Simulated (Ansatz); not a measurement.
Crystal: Ba2Tl5V3O12.

```
Ba V Tl O
1.0
    10.97457    0.00000    0.00000
     0.00000   10.97457    0.00000
     0.00000    0.00000    6.60400
Ba V Tl O
2 3 5 12
Direct
  0.00000 0.50000 0.00000
  0.50000 0.00000 0.00000
  0.50000 0.50000 0.00000
  0.50000 0.00000 0.50000
  0.00000 0.50000 0.50000
  0.50000 0.50000 0.50000
  0.71260 0.28740 0.40228
  0.28740 0.71260 0.40228
  0.71260 0.71260 0.59772
  0.28740 0.28740 0.59772
  0.41064 0.58936 0.15770
  0.58936 0.41064 0.15770
  0.58936 0.58936 0.84230
  0.41064 0.41064 0.84230
  0.58661 0.08570 0.33378
  0.41339 0.08570 0.66622
  0.58661 0.91430 0.66622
  0.41339 0.91430 0.33378
  0.08570 0.58661 0.33378
  0.08570 0.41339 0.66622
  0.91430 0.58661 0.66622
  0.91430 0.41339 0.33378
```

The cell was built by a generator and needn't be a form met in nature.

| Quantity | Value |
| --- | --- |
| Program | Ansatz 0.2.0 |
| Task | relaxation of cell and atoms |
| Functional | RPBE |
| Potentials or basis | Ansatz PAW |
| Cutoff | 420 eV (not typed: the program's choice for these potentials) |
| k mesh | 2 × 2 × 3 |
| Occupations | fermi-dirac, width 0.05 eV |
| Spin | collinear spin, ferromagnetic start |
| Starting moments | [0.0, 0.0, 2.0, 2.0, 2.0, 0.0, 0.0, 0.0, 0.0, 0.0, 0.0, 0.0, 0.0, 0.0, 0.0, 0.0, 0.0, 0.0, 0.0, 0.0, 0.0, 0.0] μB |

At the start: volume 36.15 Å³/atom.

Q: Where does the relaxation end?

A: It ends after 10 steps and the volume is 39.67 Å³/atom (+9.7 %); space group P-42m (No. 111, to 0.05 Å); moment 0.00 μB per cell.

Step by step:
| step | energy change (eV) | largest force (eV/Å) | volume (Å³) |
| --- | --- | --- | --- |
| 1 | 0.0000 | 0.1904 | 795.39 |
| 2 | -0.0237 | 0.2634 | 851.87 |
| 3 | -0.0906 | 0.1043 | 840.58 |
| 4 | -0.0872 | 0.0603 | 850.66 |
| 5 | -0.0905 | 0.0062 | 849.99 |
| 6 | -0.1734 | 0.0067 | 849.99 |
| 7 | -0.1686 | 0.0263 | 865.47 |
| 8 | -0.1627 | 0.0139 | 872.83 |
| 9 | -0.1629 | 0.0031 | 872.85 |
| 10 | -0.1895 | 0.0031 | 872.85 |

Final structure:
```yaml
crystal:
  lattice:
    - [11.45257, 0.00000, 0.00000]
    - [0.00000, 11.45257, 0.00000]
    - [0.00000, 0.00000, 6.65476]
  atoms:
    - { symbol: Ba, position: [0.00000, 0.50000, 0.00000] }
    - { symbol: Ba, position: [0.50000, 0.00000, 0.00000] }
    - { symbol: V, position: [0.50000, 0.50000, 0.00000] }
    - { symbol: V, position: [0.50000, 0.00000, 0.50000] }
    - { symbol: V, position: [0.00000, 0.50000, 0.50000] }
    - { symbol: Tl, position: [0.50000, 0.50000, 0.50000] }
    - { symbol: Tl, position: [0.71790, 0.28210, 0.35791] }
    - { symbol: Tl, position: [0.28210, 0.71790, 0.35791] }
    - { symbol: Tl, position: [0.71790, 0.71790, 0.64209] }
    - { symbol: Tl, position: [0.28210, 0.28210, 0.64209] }
    - { symbol: O, position: [0.41357, 0.58643, 0.15580] }
    - { symbol: O, position: [0.58643, 0.41357, 0.15580] }
    - { symbol: O, position: [0.58643, 0.58643, 0.84420] }
    - { symbol: O, position: [0.41357, 0.41357, 0.84420] }
    - { symbol: O, position: [0.58322, 0.08292, 0.33419] }
    - { symbol: O, position: [0.41678, 0.08292, 0.66581] }
    - { symbol: O, position: [0.58322, 0.91708, 0.66581] }
    - { symbol: O, position: [0.41678, 0.91708, 0.33419] }
    - { symbol: O, position: [0.08292, 0.58322, 0.33419] }
    - { symbol: O, position: [0.08292, 0.41678, 0.66581] }
    - { symbol: O, position: [0.91708, 0.58322, 0.66581] }
    - { symbol: O, position: [0.91708, 0.41678, 0.33419] }
```

Caveat: the plane-wave basis is chosen anew once the cell has moved, so the energies of steps on either side of that aren't comparable; the PAW data sets come from PBE, with cores solved anew for the run's functional, which leaves a small shift of forces and pressure; the starting moments weren't kept.
